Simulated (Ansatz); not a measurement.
# Be3Se2O: the cost of one run

Program: Ansatz 0.2.0. Level of theory: DFT PBE, scalar-relativistic, plane waves, PAW. These are calculated values, not measurements.

1 further run of the same task is left out (it didn't finish).

### 1 The structure to begin with

It takes space group P6/mmm (No. 191, hexagonal). The conventional cell has a = 5.294 Å, b = 5.294 Å, c = 3.504 Å, α = 90.00°, β = 90.00°, γ = 120.00°. Be (site symmetry mmm) is surrounded by 4 Se at 2.32 Å and 4 Be at 2.65 Å and 4 O at 3.17 Å. Se (site symmetry -6m2) has 6 Be at 2.32 Å as nearest neighbours. O (site symmetry 6/mmm) has 6 Se at 3.06 Å and 12 Be at 3.17 Å and 2 O at 3.50 Å as nearest neighbours.

Structure file:

```xyz
6
Lattice="5.2939 0.0000 0.0000 -2.6469 4.5846 0.0000 0.0000 0.0000 3.5039" Properties=species:S:1:pos:R:3 pbc="T T T"
Be    2.6469    0.0000    1.7520
Be   -1.3235    2.2923    1.7520
Be    1.3235    2.2923    1.7520
Se    2.6469    1.5282    0.0000
Se    0.0000    3.0564    0.0000
O     0.0000    0.0000    0.0000
```

A structure generator made this guess: species swapped into a database cell of GdSi2Rh3 (P6/mmm, No. 191), with O on the Gd sites, Se on the Si sites and Be on the Rh sites. Lengths come from tabulated atomic sizes and are only a guess.

### 2 Probe: one point on a coarse mesh

Contents of input.yaml:

```yaml
crystal:
  lattice:
    - [5.29387493, 0.0, 0.0]
    - [-2.64693747, 4.58463018, 0.0]
    - [0.0, 0.0, 3.50390335]
  atoms:
    - { symbol: Be, position: [0.5, 0.0, 0.5] }
    - { symbol: Be, position: [0.0, 0.5, 0.5] }
    - { symbol: Be, position: [0.5, 0.5, 0.5] }
    - { symbol: Se, position: [0.66666667, 0.33333333, 0.0] }
    - { symbol: Se, position: [0.33333333, 0.66666667, 0.0] }
    - { symbol: O, position: [0.0, 0.0, 0.0] }
basis:
  ecutwfc: 420
kpoints:
  mp_grid: { grid: [6, 6, 6] }
hamiltonian:
  xc: pbe
scf:
  occupations: { method: gaussian, width: 0.1 }
  lower_state_search: "off"
output:
  forces: true
  stress: true
  eigenvalues: true
```

Started as:

```bash
$ ansatz run input.yaml --threads 1 --pin off --max-ram 2560MiB --backend cpu --events-out ev --progress --plain --runs-dir out
```

What time and memory should one allow on 1 thread of Intel Xeon at 2.70GHz, shared host?

About 3.3 s, with a peak of 0.39 GiB.
